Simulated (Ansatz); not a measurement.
I need energies of removing a hydrogen of ClH₆NSi₂, SMILES [SiH3]N[SiH2]Cl. Use Ansatz 0.2.0 through its Python package. Level of theory (for the species named): CAM-B3LYP, pcseg-2 basis, multiplicity 1.

| atom | x (Å) | y (Å) | z (Å) |
| --- | --- | --- | --- |
| Si | -0.1743 | 1.3139 | 0.4172 |
| N | -0.7848 | -0.2310 | 0.2678 |
| Si | 0.2873 | -1.1286 | -0.6537 |
| Cl | -0.2236 | -3.0671 | -0.6520 |
| H | -0.0791 | 1.9656 | -0.9514 |
| H | -1.2212 | 2.1129 | 1.2049 |
| H | 1.0872 | 1.3531 | 1.1463 |
| H | -0.8290 | -0.6261 | 1.1825 |
| H | 0.3708 | -0.6352 | -1.9979 |
| H | 1.6498 | -1.1087 | 0.0392 |

Script `bde_clh6nsi2.py`:
```python
# -*- coding: utf-8 -*-
'''Cost of removing each kind of hydrogen from ClH6NSi2, fragments frozen.'''

import ansatz as az


def energy(molecule, charge=0, unpaired=0):
    calc = molecule.calculation().basis(gaussian='pcseg-2').functional('cam_b3lyp')
    if charge:
        calc = calc.charge(charge)
    if unpaired:
        calc = calc.spin('collinear', total=unpaired)
    report = calc.run(threads=1).report
    if report['published_state_doubts']:
        print('  doubts:', report['published_state_doubts'])
    return report['free_energy_ev']

GEOMETRY = '''
Si   -0.17430    1.31390    0.41720
N    -0.78480   -0.23100    0.26780
Si    0.28730   -1.12860   -0.65370
Cl   -0.22360   -3.06710   -0.65200
H    -0.07910    1.96560   -0.95140
H    -1.22120    2.11290    1.20490
H     1.08720    1.35310    1.14630
H    -0.82900   -0.62610    1.18250
H     0.37080   -0.63520   -1.99790
H     1.64980   -1.10870    0.03920
'''

def without(molecule, index):
    rest = az.Crystal.molecule()
    for i, site in enumerate(molecule.cartesian_sites):
        if i != index:
            rest = rest.atom(site.symbol, site.position_ang)
    return rest

system = az.Crystal.molecule()
for line in GEOMETRY.strip().splitlines():
    symbol, *xyz = line.split()
    system = system.atom(symbol, [float(v) for v in xyz])

whole = energy(system, 0)
hydrogen = energy(az.Crystal.molecule().atom('H', (0, 0, 0)), 0, 1)
print(f'E(molecule) = {whole:.5f} eV, E(H) = {hydrogen:.5f} eV')
for index in [6, 7, 9]:
    radical = energy(without(system, index), 0, 1)
    print(f'H{index}: homolysis {96.485332 * (radical + hydrogen - whole):.1f} kJ/mol')
    anion = energy(without(system, index), -1)
    print(f'H{index}: loss of a proton {96.485332 * (anion - whole):.1f} kJ/mol')
```

`python bde_clh6nsi2.py` gives:
```text
E(molecule) = -29869.94338 eV, E(H) = -13.57911 eV
H6: homolysis 396.9 kJ/mol
H6: loss of a proton 1627.4 kJ/mol
H7: homolysis 473.0 kJ/mol
H7: loss of a proton 1481.9 kJ/mol
H9: homolysis 396.7 kJ/mol
H9: loss of a proton 1651.6 kJ/mol
```

Caveats:
- Total energies depend on the basis set; only differences at equal settings carry meaning.
- The geometry is a force-field or estimated start, not a minimum of this method, and the basis set is short of its limit. All parts are taken at fixed geometry, without zero-point energy.
- Anions want diffuse functions, which this basis lacks.
- Run time: 110 s on 1 thread of Arm Neoverse V1, on a shared host, peak memory 0.77 GiB.
